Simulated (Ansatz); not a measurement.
# Li (Li (111), 6 layers): how the settings move a relaxation

Question: which choices in the input matter for Li (Li (111), 6 layers)?

Program: Ansatz 0.2.0. Level of theory: reference: DFT, PBE, PAW with Ansatz's default frozen-core files, scalar-relativistic. These are calculated values, not measurements.

1 further run of the same task is left out (it didn't finish).

**1. The system as given**

The structure is trigonal, space group P-3m1 (No. 164). Conventional cell: a = 4.852 Å, b = 4.852 Å, c = 24.952 Å, α = 90.00°, β = 90.00°, γ = 120.00°. Around Li (site symmetry 3m) lie 4 Li at 2.97 Å. Li (site symmetry 3m) has 7 Li at 2.97 Å as nearest neighbours.

As a file:

```cif
data_structure
_symmetry_space_group_name_H-M 'P-3m1'
_symmetry_Int_Tables_number 164
_cell_length_a 4.8519
_cell_length_b 4.8519
_cell_length_c 24.9519
_cell_angle_alpha 90.000
_cell_angle_beta 90.000
_cell_angle_gamma 120.000
_cell_volume 508.69
loop_
_atom_site_label
_atom_site_type_symbol
_atom_site_symmetry_multiplicity
_atom_site_Wyckoff_symbol
_atom_site_fract_x
_atom_site_fract_y
_atom_site_fract_z
_atom_site_occupancy
Li1 Li 2 d 0.66667 0.33333 0.40077 1
Li2 Li 2 c 0.00000 0.00000 0.44046 1
Li3 Li 2 d 0.33333 0.66667 0.48015 1
```

**2. Reference**

input.yaml

```yaml
crystal:
  lattice:
    - [4.8518899234, 0.0, 0.0]
    - [-2.4259449617, 4.20185993, 0.0]
    - [0.0, 0.0, 24.9519]
  atoms:
    - { symbol: Li, position: [0.1666666665, 0.3333333335, 0.4007702936] }
    - { symbol: Li, position: [0.5000000005, 0.9999999995, 0.4404621761] }
    - { symbol: Li, position: [0.8333333335, 0.6666666665, 0.4801540586] }
    - { symbol: Li, position: [0.1666666665, 0.3333333335, 0.5198459411] }
    - { symbol: Li, position: [0.5000000005, 0.9999999995, 0.5595378239] }
    - { symbol: Li, position: [0.8333333335, 0.6666666665, 0.5992297064] }
kpoints:
  mp_grid: { grid: [9, 9, 1] }
scf:
  occupations: { method: fermi_dirac, width: 0.08 }
hamiltonian:
  xc: pbe
  pseudopotentials: { kind: paw }
output:
  forces: true
  stress: true
  eigenvalues: true
relax:
  f_tol: 0.01
  max_steps: 40
efield:
  axis: 3
  amplitude: 0
  dipole_correction: true
```

On the command line:

```sh
> ansatz run input.yaml --threads 2 --pin off --max-ram 5120MiB --backend cpu --events-out ev --progress --plain --runs-dir out
```

**3. Changed: starting moments, n_extra_bands 16, spin_polarized true**

input.yaml

```yaml
crystal:
  lattice:
    - [4.8518899234, 0.0, 0.0]
    - [-2.4259449617, 4.20185993, 0.0]
    - [0.0, 0.0, 24.9519]
  atoms:
    - { symbol: Li, position: [0.1666666665, 0.3333333335, 0.4007702936], spin: 1.0 }
    - { symbol: Li, position: [0.5000000005, 0.9999999995, 0.4404621761], spin: -2.0 }
    - { symbol: Li, position: [0.8333333335, 0.6666666665, 0.4801540586], spin: -1.0 }
    - { symbol: Li, position: [0.1666666665, 0.3333333335, 0.5198459411], spin: -1.0 }
    - { symbol: Li, position: [0.5000000005, 0.9999999995, 0.5595378239], spin: -1.0 }
    - { symbol: Li, position: [0.8333333335, 0.6666666665, 0.5992297064], spin: 0.5 }
kpoints:
  mp_grid: { grid: [9, 9, 1] }
scf:
  occupations: { method: fermi_dirac, width: 0.08 }
  n_extra_bands: 16
hamiltonian:
  xc: pbe
  pseudopotentials: { kind: paw }
output:
  forces: true
  stress: true
  eigenvalues: true
relax:
  f_tol: 0.01
  max_steps: 40
efield:
  axis: 3
  amplitude: 0
  dipole_correction: true
magnetization:
  spin_polarized: true
```

**Question.** What will these runs give? Wanted: for each run, ending; energy change; gap; force.

**Answer**, as computed:

```csv
run,ending,energy change,gap (eV),force (eV/Å),cycles,time
reference,converged,0,0.00,0.00,20,16 s
"1: starting moments, n_extra_bands 16, spin_polarized true",converged,0.0 meV/atom,0.00,0.00,38,81 s
```

**Reading.** With the changed spin polarisation and band count the energy stays within 0.5 meV/atom: no moment survives, so both runs end on the same non-magnetic state.
